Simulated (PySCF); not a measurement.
**C6H5FO2: runs on many settings**

Aim: see how C6H5FO2 (`Cc1cocc(F)c1=O`) answers to the choice of functional, basis, grid and SCF options.

Computed with PySCF 2.14.0, with density-fitted response routines of our own, on a single molecule, in the gas phase or a continuum. Atoms are numbered from 0 throughout.

2 further runs of the same task are left out: 1 for a known fault of the program, 1 that didn't finish.

**1. Starting geometry**

14 atoms, charge 0, multiplicity 1; geometry from: GFN2-xTB.

Bonds of the start (Å): C0–C1 1.49, C1–C2 1.35, C2–O3 1.35, O3–C4 1.34, C4–C5 1.35, C5–F6 1.34, C5–C7 1.47, C7–O8 1.21, C7–C1 1.47, C0–H9 1.09, C0–H10 1.09, C0–H11 1.09, C2–H12 1.08, C4–H13 1.08.

**2. Shielding tensors: PBE0/pcSseg-1**

The job: settings as JSON, then the geometry in Å.

```
{"job": {"kind": "nmr", "xc": "PBE0", "basis": "pcSseg-1"}, "charge": 0, "multiplicity": 1}
C      2.062641     0.352663    -0.019255
C      0.620099    -0.027691    -0.020130
C      0.202283    -1.301232    -0.139594
O     -1.083662    -1.695607    -0.146696
C     -2.021735    -0.752514    -0.027307
C     -1.730502     0.556456     0.101121
F     -2.743069     1.431001     0.215312
C     -0.355184     1.067549     0.119461
O     -0.052413     2.238448     0.232763
H      2.258450     1.033482    -0.846198
H      2.292194     0.893396     0.897482
H      2.704831    -0.518922    -0.101623
H      0.876490    -2.139896    -0.243375
H     -3.031101    -1.137606    -0.044128
```

Level: GIAO PBE0/pcSseg-1 NMR shielding, non-relativistic, gas phase.

On the command line:

```sh
$ OMP_NUM_THREADS=1 python probes_run.py task.json out
```

The driver reads the jobs from task.json and runs them one after another.

The program printed:

```text
coarse grid: 12880 points
cycle   1  E = -481.0624459203  dE =  1.843e+00  |g| = 9.676e-01  |ddm| = 3.663e+00
cycle   2  E = -480.2801589221  dE =  7.823e-01  |g| = 2.132e+00  |ddm| = 4.402e+00
cycle   3  E = -481.2325031734  dE = -9.523e-01  |g| = 2.768e-01  |ddm| = 3.688e+00
cycle   4  E = -481.2432153699  dE = -1.071e-02  |g| = 1.727e-01  |ddm| = 4.020e-01
cycle   5  E = -481.2486897110  dE = -5.474e-03  |g| = 4.579e-02  |ddm| = 1.663e-01
cycle   6  E = -481.2491221763  dE = -4.325e-04  |g| = 1.669e-02  |ddm| = 5.190e-02
cycle   7  E = -481.2491901589  dE = -6.798e-05  |g| = 4.345e-03  |ddm| = 1.649e-02
cycle   8  E = -481.2491936070  dE = -3.448e-06  |g| = 1.257e-03  |ddm| = 4.318e-03
final grid: 128128 points
cycle   9  E = -481.3289815851  dE = -1.794e-05  |g| = 1.500e-02  |ddm| = 3.852e-02
cycle  10  E = -481.3288715500  dE =  1.100e-04  |g| = 2.854e-02  |ddm| = 4.164e-02
cycle  11  E = -481.3290225413  dE = -1.510e-04  |g| = 3.052e-03  |ddm| = 3.087e-02
cycle  12  E = -481.3290242729  dE = -1.732e-06  |g| = 6.216e-04  |ddm| = 3.024e-03
cycle  13  E = -481.3290243347  dE = -6.182e-08  |g| = 2.389e-04  |ddm| = 6.671e-04
cycle  14  E = -481.3290243470  dE = -1.232e-08  |g| = 9.119e-05  |ddm| = 3.232e-04
cycle  15  E = -481.3290243491  dE = -2.073e-09  |g| = 1.460e-05  |ddm| = 9.744e-05
cycle  16  E = -481.3290243491  dE = -4.718e-11  |g| = 4.807e-06  |ddm| = 1.703e-05
converged SCF energy = -481.3290243491

GIAO shielding tensors (ppm)
atom      isotropic    diamagn.    paramagn.     s11        s22        s33       span
  0 C      172.113     243.721     -71.607    162.297    170.600    183.442     21.145
  1 C       48.594     270.408    -221.814    -38.772     34.685    149.870    188.642
  2 C       31.917     251.253    -219.336    -63.211     58.902    100.059    163.270
  3 O      121.215     395.480    -274.266    -17.039     48.137    332.545    349.584
  4 C       37.875     253.565    -215.690    -49.181     53.117    109.689    158.870
  5 C       22.667     257.633    -234.966    -49.767     26.373     91.394    141.160
  6 F      339.375     471.374    -131.999    275.389    326.847    415.889    140.500
  7 C       14.104     244.015    -229.911    -77.662     12.843    107.132    184.795
  8 O     -180.304     398.009    -578.313   -713.823   -260.476    433.388   1147.211
  9 H       29.409      28.426       0.983     25.406     27.197     35.625     10.219
 10 H       29.361      28.484       0.877     25.301     27.304     35.478     10.176
 11 H       30.181      29.413       0.768     25.643     29.151     35.749     10.106
 12 H       24.013      31.397      -7.384     20.079     23.975     27.985      7.906
 13 H       23.584      28.005      -4.421     20.507     23.215     27.029      6.523
```

Wall time 47 s (1 thread of Arm Neoverse N1, shared host); peak memory 0.8 GiB.

Shifts follow as δ = σ(reference) − σ, with reference shieldings (ppm) from runs at the same level and on the same kind of geometry: ¹H TMS 31.72, ¹³C TMS 186.9, ¹⁹F CFCl3 170.9, ¹⁷O H2O 336.1. The references are single molecules in the gas phase, so shifts against H2O, NH3, PH3, H3PO4 or CFCl3 are not on the usual liquid scales and can be off by tens of ppm. Atoms listed in one row are averaged.

| atoms | environment | σ (ppm) | δ (ppm) | δ scaled to CDCl3 |
| --- | --- | --- | --- | --- |
| C7 | ring carbonyl carbon | 14.1 | 172.8 | 166.8 |
| C5 | aromatic carbon bearing fluorine | 22.7 | 164.3 | 158.4 |
| C2 | aromatic CH next to the ring oxygen | 31.9 | 155.0 | 149.4 |
| C4 | aromatic CH next to the ring oxygen | 37.9 | 149.0 | 143.6 |
| C1 | substituted aromatic carbon | 48.6 | 138.3 | 133.1 |
| C0 | methyl carbon on an aromatic ring | 172.1 | 14.8 | 12.5 |
| H13 | hydrogen on an aromatic CH next to the ring oxygen | 23.58 | 8.13 | 7.77 |
| H12 | hydrogen on an aromatic CH next to the ring oxygen | 24.01 | 7.70 | 7.37 |
| H9, H10, H11 | hydrogen on a methyl carbon on an aromatic ring | 29.65 | 2.07 | 2.05 |
| O8 | carbonyl oxygen | -180.3 | 516.4 | – |
| O3 | aromatic ring oxygen | 121.2 | 214.9 | – |
| F6 | aryl fluorine | 339.4 | -168.4 | – |

The scaled column applies a straight-line fit of computed shieldings to shifts measured in CDCl3, and one for carbons that bear F (root-mean-square error 0.16 ppm for H, 1.9 ppm for C).

Charges from the same density, by scheme (e):

| atoms | Mulliken | IAO | Hirshfeld | ESP fit |
| --- | --- | --- | --- | --- |
| C0 | -0.12 | -0.42 | -0.11 | -0.60 |
| C1 | -0.57 | -0.08 | -0.02 | -0.08 |
| C2 | 0.34 | 0.05 | 0.04 | 0.04 |
| O3 | -0.38 | -0.22 | -0.05 | -0.21 |
| C4 | 0.19 | 0.02 | 0.03 | 0.02 |
| C5 | 0.15 | 0.20 | 0.06 | -0.05 |
| F6 | -0.26 | -0.25 | -0.07 | -0.13 |
| C7 | 0.38 | 0.31 | 0.10 | 0.60 |
| O8 | -0.38 | -0.45 | -0.26 | -0.50 |

Mayer bond orders: C0–C1 1.08, C1–C2 1.67, C2–O3 1.03, O3–C4 1.04, C4–C5 1.66, C5–F6 0.94, C5–C7 1.01, C7–O8 1.98, C7–C1 0.98.

Ring of atoms C1, C2, O3, C4, C5, C7: NICS(0) -2.7, NICS(1) -5.2, NICS(1)zz -9.3 ppm (means of both faces).

The fields below are evaluated on a grid from the run's orbitals.

Frontier orbitals at PBE0/pcSseg-1, with the share of their density that lies nearest to each atom:

| orbital | energy (eV) | lies on |
| --- | --- | --- |
| HOMO | -7.40 | O8 24 %; C1, C5 about 16 % each; O3 15 % |
| LUMO | -1.43 | C7 23 %; O8 20 %; C2, C4 about 15 % each |

ELF in a plane through or near 12 of the atoms.

Ten even steps from '0' (0.00) to '9' (1.00):
```
0000000000000000000000000000
0000000000000000000000000000
0000000000000111000000000000
0000000000024565100000000000
0000000000378898203532000000
0000000000488587107876200000
0000000000057784117468510000
0000000232003434847788510000
0000002565436837870311000000
0000002425773873458610000000
0000048973865440152289981000
0000289997347862462399993000
0000199995025518466389991000
0000049960189737466014830000
0000000000899932887100000000
0000000000899910464100000000
0000000000167400000000000000
0000000000000000000000000000
0000000000000000000000000000
0000000000000000000000000000
```
The map spans 11.5 Å across and 9.7 Å up, centred on the molecule. Atoms in the plane (x, y in Å): C0 (-2.1, 0.1), C1 (-0.6, -0.1), C2 (-0.1, -1.3), O3 (1.3, -1.6), C4 (2.1, -0.5), C5 (1.7, 0.7), F6 (2.6, 1.7), C7 (0.2, 1.1), O8 (-0.2, 2.2), H11 (-2.6, -0.8), H12 (-0.6, -2.2), H13 (3.1, -0.8).

On the surface of density 0.002 e/bohr³ the electrostatic potential runs, from the 1st to the 99th percentile, from -1.91 V near O8 to 1.59 V near H12.

**3. Ultraviolet spectrum: PBE0/def2-SVPD**

Same as in step 2 but for these lines:

```diff
@@ -1,2 +1,2 @@
-{"job": {"kind": "nmr", "xc": "PBE0", "basis": "pcSseg-1"}, "charge": 0, "multiplicity": 1}
+{"job": {"kind": "uv", "xc": "PBE0", "basis": "def2-SVPD", "nstates": 6, "ntriplets": 2}, "charge": 0, "multiplicity": 1}
 C      2.062641     0.352663    -0.019255
```

Level: TDDFT PBE0/def2-SVPD, vertical, gas phase, core orbitals frozen in the response.

The program printed:

```text
coarse grid: 12880 points
cycle   1  E = -480.7946803382  dE =  1.766e+00  |g| = 9.209e-01  |ddm| = 7.084e+00
cycle   2  E = -480.0118190866  dE =  7.829e-01  |g| = 2.090e+00  |ddm| = 6.206e+00
cycle   3  E = -480.9584320475  dE = -9.466e-01  |g| = 2.609e-01  |ddm| = 5.381e+00
cycle   4  E = -480.9677329099  dE = -9.301e-03  |g| = 1.683e-01  |ddm| = 6.127e-01
cycle   5  E = -480.9732851701  dE = -5.552e-03  |g| = 4.370e-02  |ddm| = 2.690e-01
cycle   6  E = -480.9736975614  dE = -4.124e-04  |g| = 1.515e-02  |ddm| = 9.804e-02
cycle   7  E = -480.9737548752  dE = -5.731e-05  |g| = 3.897e-03  |ddm| = 3.206e-02
cycle   8  E = -480.9737577829  dE = -2.908e-06  |g| = 1.153e-03  |ddm| = 6.909e-03
final grid: 128128 points
cycle   9  E = -481.0525117264  dE = -1.911e-05  |g| = 1.390e-02  |ddm| = 2.050e-01
cycle  10  E = -481.0524124448  dE =  9.928e-05  |g| = 2.651e-02  |ddm| = 6.222e-02
cycle  11  E = -481.0525488764  dE = -1.364e-04  |g| = 2.863e-03  |ddm| = 4.137e-02
cycle  12  E = -481.0525504912  dE = -1.615e-06  |g| = 5.821e-04  |ddm| = 4.463e-03
cycle  13  E = -481.0525505518  dE = -6.061e-08  |g| = 2.055e-04  |ddm| = 1.041e-03
cycle  14  E = -481.0525505612  dE = -9.318e-09  |g| = 8.363e-05  |ddm| = 5.375e-04
cycle  15  E = -481.0525505629  dE = -1.777e-09  |g| = 1.401e-05  |ddm| = 1.889e-04
cycle  16  E = -481.0525505630  dE = -4.638e-11  |g| = 4.406e-06  |ddm| = 3.992e-05
converged SCF energy = -481.0525505630

Static polarisability (au): isotropic 75.939, principal 47.394 84.362 96.062

Singlet excitations
state   eV       nm        f      main configurations
  1   4.1288    300.3   0.00000   H-1->L 0.98
  2   5.3953    229.8   0.14120   H->L 0.87, H-2->L+1 0.10
  3   5.5158    224.8   0.00007   H-1->L+1 0.99
  4   5.7858    214.3   0.01756   H->L+1 0.85, H-2->L 0.14
  5   6.0649    204.4   0.16012   H-2->L 0.84, H->L+1 0.13
  6   6.8964    179.8   0.00699   H->L+2 0.97

Triplet excitations (Tamm-Dancoff, eV): 3.5580 3.6756
```

It took 74 s on 1 thread of Arm Neoverse N1, shared host; peak memory 0.9 GiB.

Frontier orbitals and where they lie:

| orbital | eV | atoms |
| --- | --- | --- |
| HOMO−3 | -10.79 | O3 23 %, F6 13 %, C1 10 % |
| HOMO−2 | -8.41 | C2 23 %, C4 21 %, C1 16 % |
| HOMO−1 | -7.58 | O8 66 %, C7 12 %, C1 8 % |
| HOMO | -7.48 | O8 22 %, O3 16 %, C5 15 % |
| LUMO | -1.56 | O8 21 %, C7 19 %, C4 16 % |
| LUMO+1 | -0.67 | C1 22 %, C5 19 %, C2 17 % |
| LUMO+2 | 0.49 | C2 21 %, O3 14 %, C4 13 % |

With each of the 6 states as a Gaussian band of 0.4 eV half-width at 1/e, the curve within the window shown has maxima at 223 nm (ε 6,700), 207 nm (ε 7,400) L/(mol cm). Beyond the last state computed it falls off for lack of states. The curve at chosen wavelengths:

nm, ε (L/mol/cm) and a bar:
```
      172        163 #
      179        353 #
      186        936 ####
      193       3155 #############
      201       6585 ###########################
      208       7412 ##############################
      215       6824 ############################
      222       6660 ###########################
      229       6440 ##########################
      236       5202 #####################
      244       3061 ############
      251       1522 ######
      258        627 ###
      265        221 #
      272         68 
      279         19 
      287          4 
      294          1 
      301          0 
      308          0 
      315          0 
      322          0 
      330          0 
      337          0 
      344          0 
      351          0
```

Leading natural transition orbitals of singlet state 5: the hole lies on C2, C4 about 24 % each; C1, C5 about 14 % each; F6 8 %; the particle on C7 24 %; O8 20 %; C2, C4 about 14 % each.

Leading natural transition orbitals of singlet state 1: the hole lies on O8 72 %; C1, C5 about 8 % each; the particle on C7 28 %; O8 23 %; C2, C4 about 13 % each.

Ground-state properties from the same run:

| property | computed |
| --- | --- |
| dipole moment (D) | 4.59 |
| polarisability (Å³) | 11.25 |
| HOMO–LUMO gap (eV) | 5.92 |
| −ε(HOMO) (eV) | 7.48 |

[end of part 1 of 2]
